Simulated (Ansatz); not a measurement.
# AgRh (P-6m2) in Ansatz: convergence with ecutfock ratio

Aim: find how far ecutfock ratio must go before the results for AgRh settle, at HSE06. This setting moves, with any that are tied to it; all else stays.

Program: Ansatz 0.2.0. These are calculated values, not measurements. Logs are shortened: lines on timing, memory, paths and dates and some standing lists are left out, and cuts for length are marked.

### Step 1. The structure

Symmetry: P-6m2, No. 187, hexagonal system. Conventional cell: a = 2.778 Å, b = 2.778 Å, c = 4.809 Å, α = 90.00°, β = 90.00°, γ = 120.00°. Around Ag (site symmetry -6m2) lie 6 Ag at 2.78 Å and 6 Rh at 2.89 Å. Around Rh (site symmetry -6m2) lie 6 Rh at 2.78 Å and 6 Ag at 2.89 Å.

The cell comes from a database or a generator and needn't be the stable form of this composition.

### Step 2. With ecutfock ratio 1

The input, input.yaml:

```yaml
crystal:
  lattice:
    - [2.7775881998, 0.0, 0.0]
    - [-1.3887940999, 2.4054619423, 0.0]
    - [0.0, 0.0, 4.808602]
  atoms:
    - { symbol: Ag, position: [0.0, 0.0, 0.5] }
    - { symbol: Rh, position: [0.6666666667, 0.3333333333, 0.0] }
hamiltonian:
  xc: hse06
  pseudopotentials: { kind: paw }
kpoints:
  mp_grid: { grid: [6, 6, 3] }
scf:
  occupations: { method: methfessel_paxton, width: 0.05 }
  exx: { ecutfock_ratio: 1 }
output:
  forces: true
  stress: true
  eigenvalues: true
```

Potentials or basis: Ansatz PAW.

Command:

```bash
$ ansatz run input.yaml --threads 2 --pin off --max-ram 5632MiB --backend cpu --events-out ev --progress --plain --runs-dir out
```

Wall time 8.6 s (2 threads of Arm Neoverse V2, shared host); peak memory 0.62 GiB.

Results:

* Free energy: -13997.5570 eV
* Pressure: -6.7 GPa
* Band gap on the k mesh: none (metal or under the smearing width)

### Step 3. With ecutfock ratio 2

input.yaml: that of step 2 with these lines changed.

```diff
@@ -15,3 +15,3 @@
   occupations: { method: methfessel_paxton, width: 0.05 }
-  exx: { ecutfock_ratio: 1 }
+  exx: { ecutfock_ratio: 2 }
 output:
```

Potentials or basis: Ansatz PAW.

Command:

```bash
$ ansatz run input.yaml --threads 2 --pin off --max-ram 5632MiB --backend cpu --events-out ev --progress --plain --runs-dir out
```

Run time: 9.9 s. Hardware: 2 threads of Arm Neoverse V2, shared host; peak memory 0.77 GiB.

What came out:

| Property | Result |
| --- | --- |
| Free energy | -13997.8719 eV |
| Pressure | -6.7 GPa |
| Band gap on the k mesh | none (metal or under the smearing width) |

### Step 4. With ecutfock ratio 3

input.yaml: that of step 3 with these lines changed.

```diff
@@ -15,3 +15,3 @@
   occupations: { method: methfessel_paxton, width: 0.05 }
-  exx: { ecutfock_ratio: 2 }
+  exx: { ecutfock_ratio: 3 }
 output:
```

Command:

```bash
$ ansatz run input.yaml --threads 2 --pin off --max-ram 5632MiB --backend cpu --events-out ev --progress --plain --runs-dir out
```

It took 10 s on 2 threads of Arm Neoverse V2, shared host; peak memory 0.78 GiB.

It converged, with:

```yaml
Free_energy: -13997.8736 eV
Pressure: -6.7 GPa
Band_gap_on_the_k_mesh: none (metal or under the smearing width)
```

### Step 5. With ecutfock ratio 4

input.yaml: that of step 4 with these lines changed.

```diff
@@ -15,3 +15,3 @@
   occupations: { method: methfessel_paxton, width: 0.05 }
-  exx: { ecutfock_ratio: 3 }
+  exx: { ecutfock_ratio: 4 }
 output:
```

Potentials or basis: Ansatz PAW.

Command:

```bash
$ ansatz run input.yaml --threads 2 --pin off --max-ram 5632MiB --backend cpu --events-out ev --progress --plain --runs-dir out
```

The log of the run:

```text
Warning: output.stress: scf.convergence.dr2_threshold = 1e-7 eV (the SCF's general default) is looser than the 2e-10 eV advised for a printed stress (1e-10 eV for each atom of the cell: 2). What an SCF threshold leaves in a stress goes as its square root, and in the free energy as the threshold itself, and one threshold admits the most on a small cell: of the crystals measured, under no hybrid functional and no lock of the moments, on runs that ended without the residual-converged pass, on stresses that held no estimate of that error, the worst erred by over 100 MPa in a component at 1e-7 eV an atom and by under 5 at 1e-10. Set scf.convergence.dr2_threshold to 2e-10 eV or tighter. The threshold is an SCF's pass mark: one that does not reach it within its budget of iterations ends unconverged, or closes short of it on a stop that the run arms, and scf.convergence.dr2_threshold's page says what that costs each kind of run
Warning: output.stress: scf.exx.energy_threshold = 1e-6 eV is looser than the 2e-8 eV advised for a stress under a hybrid functional (1e-8 eV for each atom of the cell: 2). Every SCF of the exchange loop can meet its threshold on dr2 while the loop round them stops early: no threshold on dr2 bounds what that leaves in the stress. Set scf.exx.energy_threshold to 2e-8 eV or tighter. The threshold is the loop's pass mark: a loop that does not reach it within its budget of cycles ends unconverged, and scf.exx.energy_threshold's page has the law
Warning: RAYON_NUM_THREADS=2 ignored (pool sized by the plan → 2); use --threads N
Engine: ansatz 0.2.0, aarch64-unknown-linux-gnu
Pseudopotentials: kind: paw
Pseudopotential: Ag, paw, valence charge 19, recommended cutoff 420 eV (normal), Ag.paw.azcp
Pseudopotential: Rh, paw, valence charge 17, recommended cutoff 420 eV (normal), Rh.paw.azcp
Functional definition: HSE06
  parameter a = 0.25
  parameter omega = 0.11/bohr
  exchange = pbe_x - a*pbe_x_sr(omega) + a*exact_x_sr(omega)
  correlation = pbe_c
Crystal: 2 atoms, lattice volume = 32.128 Å³
Basis set: ecut = 420 eV, 641 PW (Γ), exchange–correlation on 40×40×72 points (8 copies of the dense FFT grid, shifted against one another)
Bands: 22, of which v1, the nominal top of the filled ones, is band 18 counted from 1 (17 counted from 0)
Symmetry: 12 space group operations
Space group: P-6m2 (ITA 187), of the structure as read, at distance tolerance 3.2e-5 Å
k-points: 14 of 108 (time reversal used)
Non-local potential: Ag, projectors of the file, l = 0: 3, l = 1: 2, l = 2: 2, l = 3: 1
Non-local potential: Rh, projectors of the file, l = 0: 3, l = 1: 2, l = 2: 2, l = 3: 1
PAW form: soft (Blöchl's): semilocal exchange-correlation on the pseudo side does not see the compensation charge
PAW frozen core: Ag, regenerated for the run's functional, and the local potential with it (the file was generated under x = pbe(κ = 0.804, μ = 0.2195149727645171), c = pbe(β = 0.06672455060314922))
PAW frozen core: Rh, regenerated for the run's functional, and the local potential with it (the file was generated under x = pbe(κ = 0.804, μ = 0.2195149727645171), c = pbe(β = 0.06672455060314922))
PAW one-centre angular grid: Ag, 590 points (default); XC on 96 Gauss nodes
PAW one-centre angular grid: Rh, 590 points (default); XC on 64 Gauss nodes
Initial density: superposition of atomic densities (neutral atoms: chi_scale 0, normalization atom), corrected by the library's trained network
Initial wavefunctions: pseudopotential atomic-orbital guess
Functional: x = pbe(κ = 0.804, μ = 0.2195149727645171), c = pbe(β = 0.06672455060314922), warm-up for x = pbe(κ = 0.804, μ = 0.2195149727645171) + 0.25 (exact − pbe) at short range (hse, ω = 0.20786987370883472 Å⁻¹), c = pbe(β = 0.06672455060314922); HSE06 as pw.x's `hse` composes it (authors' and Libxc's form: `xc: wpbeh`)
SCF iter   1: F=—  HF=-13992.910208 eV  |F-HF|=—  |Δ(HF+E_count)|=         —  Δρ=1.45e-2  dr2=4.61e-2  ethr=1.77e-3  ⟨swp⟩=7.2  Hψ=1206  notcnv=0
preconditioner: auto → none  [insulator: Δε(μ)=0.100 eV  Ē_g=9.124 eV  σ=0.050 eV  W_gap=0.88  n_scr=10 (ndim 8)  ℏωp=29.3 eV  f_vac=0.000  D(μ)=3.04/eV (n_scr^D=36)]
SCF iter   2: F=—  HF=-13992.898389 eV  |F-HF|=—  |Δ(HF+E_count)|=   1.18e-2  S|Δr|=    0.00e0  Δρ=5.20e-3  dr2=5.60e-3  ethr=1.28e-4  ⟨swp⟩=3.1  Hψ=635  notcnv=0  defer=4
iter 3 solved again at ethr=1.17e-7 eV; its pass at ethr=1.56e-5 eV (dr2=4.22e-5 eV) is discarded
SCF iter   3: F=—  HF=-13992.897105 eV  |F-HF|=—  |Δ(HF+E_count)|=   1.28e-3  S|Δr|=    0.00e0  Δρ=6.87e-4  dr2=4.28e-5  ethr=1.17e-7  ⟨swp⟩=3.5  Hψ=1348  notcnv=0
SCF iter   4: F=—  HF=-13992.897111 eV  |F-HF|=—  |Δ(HF+E_count)|=   5.08e-6  S|Δr|=    0.00e0  Δρ=1.75e-4  dr2=1.94e-6  ethr=1.17e-7  ⟨swp⟩=3.0  Hψ=690  notcnv=0
SCF iter   5: F=—  HF=-13992.897112 eV  |F-HF|=—  |Δ(HF+E_count)|=   1.87e-6  S|Δr|=    0.00e0  Δρ=3.37e-5  dr2=2.55e-7  ethr=5.40e-9  ⟨swp⟩=3.0  Hψ=713  notcnv=0
[... 15 lines left out ...]
SCF iter   5: F=—  HF=-13997.873444 eV  |F-HF|=—  |Δ(HF+E_count)|=   1.56e-4  S|Δr|=    0.00e0  Δρ=3.53e-4  dr2=3.19e-5  ethr=2.09e-6  ⟨swp⟩=2.6  Hψ=573  notcnv=0  defer=1
SCF iter   6: F=-13997.873446 eV  HF=-13997.873447 eV  |F-HF|=1.52e-7  |Δ(HF+E_count)|=   2.20e-6  S|Δr|=    0.00e0  Δρ=8.56e-5  dr2=8.98e-7  ethr=7.19e-8  ⟨swp⟩=3.1  Hψ=705  notcnv=0
SCF 2 stopped early in 6 iterations: F = -13997.873446 eV  dr2 = 8.98e-7
hybrid outer 1: dexx = +1.211e-2 eV, tail = 2.73e-5 eV
Exchange kernel: α = 0.2500, screened, ω = 0.2079 Å⁻¹, Wigner–Seitz truncation, v(0) = 1030.5781 eV·Å³, q-mesh 6×6×3, nearest image of the exchange supercell L = 14.43 Å, pair-density grid 18×18×36, without the augmentation charges, whose exchange is taken in its separable form by FFT convolution over the k-point mesh, smooth part of the exact exchange by density-matrix convolution
Frozen-core exchange: fock
SCF iter   1: F=—  HF=-13997.873557 eV  |F-HF|=—  |Δ(HF+E_count)|=         —  Δρ=8.75e-5  dr2=9.25e-7  ethr=3.79e-7  ⟨swp⟩=4.9  Hψ=768  notcnv=0
preconditioner: auto → none  [insulator: Δε(μ)=0.134 eV  Ē_g=10.647 eV  σ=0.050 eV  W_gap=0.84  n_scr=10 (ndim 8)  ℏωp=29.3 eV  f_vac=0.000  D(μ)=2.67/eV (n_scr^D=34)]
SCF iter   2: F=—  HF=-13997.873557 eV  |F-HF|=—  |Δ(HF+E_count)|=   2.22e-7  S|Δr|=    0.00e0  Δρ=5.32e-5  dr2=4.52e-7  ethr=2.45e-9  ⟨swp⟩=3.2  Hψ=702  notcnv=0  defer=1
SCF iter   3: F=—  HF=-13997.873557 eV  |F-HF|=—  |Δ(HF+E_count)|=   4.99e-9  S|Δr|=    0.00e0  Δρ=2.90e-5  dr2=1.88e-7  ethr=1.22e-9  ⟨swp⟩=3.1  Hψ=635  notcnv=0  defer=1
SCF iter   4: F=-13997.873557 eV  HF=-13997.873557 eV  |F-HF|=2.92e-9  |Δ(HF+E_count)|=   4.41e-8  S|Δr|=    0.00e0  Δρ=7.01e-6  dr2=7.18e-9  ethr=5.11e-10  ⟨swp⟩=3.1  Hψ=598  notcnv=0  defer=2
SCF 3 converged in 4 iterations: F = -13997.873557 eV  dr2 = 7.18e-9
  Residual-converged pass: ⟨swp⟩=3.0  Hψ=719  notcnv=0  max |occ|·‖R‖ = 2.1e-6 eV (tolerance 2.4e-6 eV)  dr2=7.13e-9  dr2_onsite=7.40e-10  max |Δocc| = 7.3e-12
hybrid outer 2: dexx = +5.240e-7 eV, tail = 3.76e-8 eV, Δε = 2.75e-3 eV (about 1.04e-4 eV left of the loop's levels)
hybrid SCF converged: 2 outer / 10 inner (+7 warm-up), last move |dexx| = 5.24e-7 eV, tail = 3.76e-8 eV
Stability not checked: this state was not tested for a lower state beside it, because the functional holds exact exchange (a hybrid, or Hartree-Fock), whose exchange loop this test does not read (fock_operator; see scf.lower_state_search)
Free energy (F): -13997.873557 eV
Frozen-core exchange: fock
Harris-Foulkes:  -13997.873557 eV  (|F-HF|=2.92e-9)
Internal energy: -13997.872813 eV  (E = F + TS)
E sigma→0 (E₀):  -13997.873371 eV
Entropy (-TS):   -0.000744 eV (-0.372 meV/atom)
Fermi energy:    17.342449 eV
--- Per-component energies (eV) ---
  E_band       = -441.818361
  E_kinetic    = 1101.648906
  E_local      = -3892.295884  (includes V_loc(G=0)·N_el)
  E_nonlocal   = 436.722042
  E_hartree    = 1601.570634
  E_xc         = -323.560637
  E_vxc        = -404.996570  (∫ρ·V_xc dr)
  E_exx        = -141.779000  (= α·E_x^exact, valence–valence)
  E_paw        = -7435.847308  (= ΣΔE_a)
  E_vpaw       = -602.482724  (= ΣTr[D̂ρ^β])
  E_aug_tail   = 0.001228  (compensation charges beyond the density's cutoff)
  E_ewald      = -5343.235140
  E_core_change = -1.097653  (= ΣΔE_core)
  E_smearing   = -0.000744  (= −TS)
  E_closure    = 0.000000  (closes the sum)
  Σ components = -13997.873557   (vs F -13997.873557, Δ=0.00e0)
--- Forces (eV/Å), atoms counted from 1 ---
  atom   1  Ag     0.00000000    -0.00000000    -0.00000000
  atom   2  Rh     0.00000000     0.00000000     0.00000000
  max |Σ_I F_I| component: 3.70e-17 eV/Å
--- Stress (GPa, compression-positive) ---
       -7.765256       0.000000      -0.000000
        0.000000      -7.765256      -0.000000
       -0.000000      -0.000000      -4.595708
  P = ⅓ Tr σ = -6.7087 GPa (-67.087 kbar)
--- Band table (eV; the first three rows and the last of 14) ---
  k-point 0: bands = ["-78.6045", "-64.7234", "-40.7326", "-40.6607", "-40.6607", "-31.0980", "-31.0980", "-30.9378", "9.8597", "10.9126", "12.3520", "12.3520", "13.5756", "13.6366", "13.6366", "15.3452", "15.3452", "17.6299", "17.6299", "18.1268", "23.9491", "35.2054"]
  k-point 1: bands = ["-78.6045", "-64.7236", "-40.7309", "-40.6606", "-40.6606", "-31.0978", "-31.0978", "-30.9378", "10.4661", "11.3574", "12.3248", "12.3248", "13.3306", "13.5965", "13.5965", "15.4594", "15.4791", "15.4791", "17.5730", "17.5730", "27.9259", "33.3607"]
  k-point 2: bands = ["-78.5988", "-64.7083", "-40.7261", "-40.7176", "-40.6756", "-31.2242", "-31.1300", "-30.9222", "10.7564", "11.3645", "12.1561", "12.8491", "12.9249", "13.4799", "14.0385", "15.0845", "15.7631", "16.1364", "17.4540", "21.0521", "24.0303", "33.7740"]
  k-point 13: bands = ["-78.5786", "-64.6552", "-40.8227", "-40.8221", "-40.7042", "-31.4443", "-31.4437", "-30.8724", "11.8376", "11.9450", "12.3583", "12.4003", "12.4298", "14.9120", "15.0974", "15.5151", "15.8378", "17.0420", "24.0197", "24.9264", "24.9785", "27.7998"]
```

Wall time 10 s (2 threads of Arm Neoverse V2, shared host); peak memory 0.81 GiB.

Results:

```
Free energy            : -13997.8736 eV
Pressure               : -6.7 GPa
Band gap on the k mesh : none (metal or under the smearing width)
```

### Step 6. Summary

```tsv
ecutfock ratio	energy less the tightest run, at zero smearing (meV/atom)	SCF cycles	CPU time (s)	peak memory (GiB)
1	158.30	17	16	0.62
2	0.82	17	18	0.77
3	0.00	17	19	0.78
4	0.00	17	19	0.81
```

Against the tightest run, the energy stays within 1 meV/atom from 2 on. The tightest run that finished is the yardstick and may itself not be fully converged.

Caveats: all runs use coarse meshes; the PAW data sets come from PBE, with cores solved anew for the run's functional, which leaves a small shift of forces and pressure; the thresholds are loose for stress.
